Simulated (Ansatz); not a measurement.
# WCl (sextet): wave-function methods side by side, def2-TZVPP

The task here is to estimate one member of a computed series from the others.

Program: Ansatz 0.2.0, Gaussian basis. Level of theory: def2-TZVPP, core rule «outside noble gas», up to 9 orbitals frozen. These are calculated values, not measurements.

The runs, in order: UHF; ROHF; CCSD(T) on UHF.

## The system

The geometry is a PBE0/def2-TZVP stationary point (not a proven minimum). No spin-orbit coupling is included. Elements past krypton take def2 core potentials.

2 atoms, charge 0, spin multiplicity 6.

Atoms are counted from 1 here; the program's logs count them from 0.

Bond lengths: W1–Cl2 2.275 Å.

As a file:

```xyz
2
ClW
W     0.0000    0.0000    0.0000
Cl    0.0000    0.0000    2.2750
```

Set-up of the first run:

in.yaml

```yaml
crystal:
  periodic: [false, false, false]
  atoms:
    - {symbol: W, position_ang: [0.000000, 0.000000, 0.000000]}
    - {symbol: Cl, position_ang: [0.000000, 0.000000, 2.275000]}
basis:
  gaussian: {orbitals: def2-TZVPP}
magnetization: {spin_polarized: true, initial_magnetization: 5}
hamiltonian: {xc: hf}
output: {orbitals: {seedname: orbitals}}
```

Started as:

```bash
$ ansatz run in.yaml --threads 1 --pin off --events-out ev --progress --plain --max-ram 4096MiB --backend cpu
```

Among the steps run: UHF; ROHF; CCSD(T) on UHF.

One table of the session follows, with a row left open; its other results are not shown here.

```
  method  from UCCSD(T) (kcal/mol)
    ROHF                   +201.84
     UHF                   +197.49
    UMP2                         ?
   UCCSD                     +8.19
UCCSD(T)                         0
```

Estimate the missing values for UMP2.

As computed: from UCCSD(T) (kcal/mol): +21.86. In the column «from UCCSD(T) (kcal/mol)» it lies between UCCSD (+8.19) and UHF (+197.49).

With the free atoms at the same levels and basis (separate runs), the atomisation energy is 4.334 eV at UCCSD(T), 4.164 eV at ROHF.
